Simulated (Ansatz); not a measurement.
# Cd2S: the cost of one run

Program: Ansatz 0.2.0. Level of theory: DFT PBE, scalar-relativistic, plane waves, PAW. These are calculated values, not measurements.

1 further run of the same task is left out (set aside as unsound or not needed).

## (1) The starting structure

Symmetry: Cm, No. 8, monoclinic system. The conventional cell has a = 7.080 Å, b = 3.860 Å, c = 5.943 Å, α = 90.00°, β = 96.73°, γ = 90.00°. Cd (site symmetry m) is surrounded by 2 S at 2.67 Å and 1 Cd at 2.70 Å. Cd (site symmetry m) has 3 S at 2.60 to 2.75 Å and 1 Cd at 2.70 Å as nearest neighbours. Around S (site symmetry m) lie 5 Cd at 2.60 to 2.75 Å.

As a file:

```xyz
3
Lattice="3.5394 -1.9301 -0.0535 3.5394 1.9301 -0.0535 -0.6074 0.0000 5.9118" Properties=species:S:1:pos:R:3 pbc="T T T"
Cd    3.3647    0.0000    2.6864
Cd    2.8813    0.0000    0.0309
S     0.0732    0.0000    4.5655
```

It is the end of an earlier relaxation with the same method, from a generated guess; it is a trial structure. At a tolerance of 0.02 Å it has space group Cm (No. 8); it has 26.88 Å³/atom, an uncorrected energy of -0.29 eV/atom over the elements.

## (2) Bands, states and charges

Contents of input.yaml:

```yaml
crystal:
  lattice:
    - [3.539366538, -1.9301070761, -0.0534588438]
    - [3.539366538, 1.9301070761, -0.0534588438]
    - [-0.6074250871, 0.0, 5.9117524604]
  atoms:
    - { symbol: Cd, position: [0.5151148216, 0.5151148216, 0.4637357666] }
    - { symbol: Cd, position: [0.40811595, 0.40811595, 0.0126074352] }
    - { symbol: S, position: [0.0767300752, 0.0767300752, 0.7736567983] }
basis:
  ecutwfc: 420
kpoints:
  mp_grid: { grid: [10, 10, 6] }
  band_path:
    path:
      - [[0.0, 0.0, 0.0], [-0.32536361, 0.32536361, 0.0]]
      - [[0.32536361, 0.67463639, 0.0], [0.5, 0.5, 0.0], [0.0, 0.0, 0.0], [0.5, 0.5, -0.5], [0.31483963, 0.68516037, -0.5]]
      - [[-0.31483963, 0.31483963, -0.5], [0.0, 0.0, -0.5], [0.0, 0.0, 0.0]]
      - [[0.0, 0.5, -0.5], [0.0, 0.0, 0.0], [0.0, 0.5, 0.0]]
    npoints: 14
hamiltonian:
  xc: pbe
scf:
  occupations: { method: gaussian, width: 0.01 }
  n_extra_bands: 7
output:
  forces: true
  stress: true
  eigenvalues: true
  populations: true
  dos: { projected: true, de: 0.02, nscf_kmesh: { grid: [12, 12, 8] } }
  bader: true
  write_density: true
  write_potential: true
  elf: true
  volumetric_format: npy
```

Command:

```bash
$ ansatz run input.yaml --threads 1 --pin off --max-ram 2560MiB --backend cpu --events-out ev --progress --plain --runs-dir out
```

Q: Estimate wall time and peak memory on 1 thread of Intel Xeon Platinum 8259CL at 2.50GHz (Skylake/Cascade Lake), shared host.

About 2 min, with a peak of 0.73 GiB.
